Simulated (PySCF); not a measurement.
# C3H5Ga: the cost of one run

Programs: PySCF 2.14.0, with density-fitted response routines of our own. Each step states its level of theory. These are calculated values for one molecule in the gas phase, unless marked as measured. Atoms are numbered from 0 throughout.

### 1 The molecule as given

9 atoms, charge 0, multiplicity 1; geometry from: GFN2-xTB. The atoms were then displaced at random by about 0.01 Å, so the start is not that level's minimum.

Bonds of the start (Å): C0–C1 1.45, C1–C2 1.21, C2–Ga3 1.98, C0–H4 1.06, C0–H5 1.09, C0–H6 1.10, Ga3–H7 1.55, Ga3–H8 1.59.

### 2 Geometry optimisation at PBE0-D3(BJ)/def2-SVP

The job: settings as JSON, then the geometry in Å.

```
{"job": {"xc": "PBE0", "basis": "def2-SVP", "d3": "d3bj", "grid": 1, "shake": 0.01, "kind": "geom"}, "charge": 0, "multiplicity": 1}
C     -1.091410    -1.701690    -0.351020
C     -0.329840    -0.493040    -0.106470
C      0.314540     0.507210     0.095240
Ga     1.431610     2.104150     0.435420
H     -0.459920    -2.542050    -0.510370
H     -1.775500    -1.865550     0.487730
H     -1.707450    -1.538810    -1.250340
H      2.974860     2.019790     0.498460
H      0.700920     3.492850     0.667630
```

Command:

```
> OMP_NUM_THREADS=1 python probes_run.py task.json out
```

The driver reads the jobs from task.json and runs them one after another.

**Question.** How long does this first job take on 1 thread of Arm Neoverse V2, shared host, and how much memory does it need?

About 26 s, with a peak of 0.39 GiB.
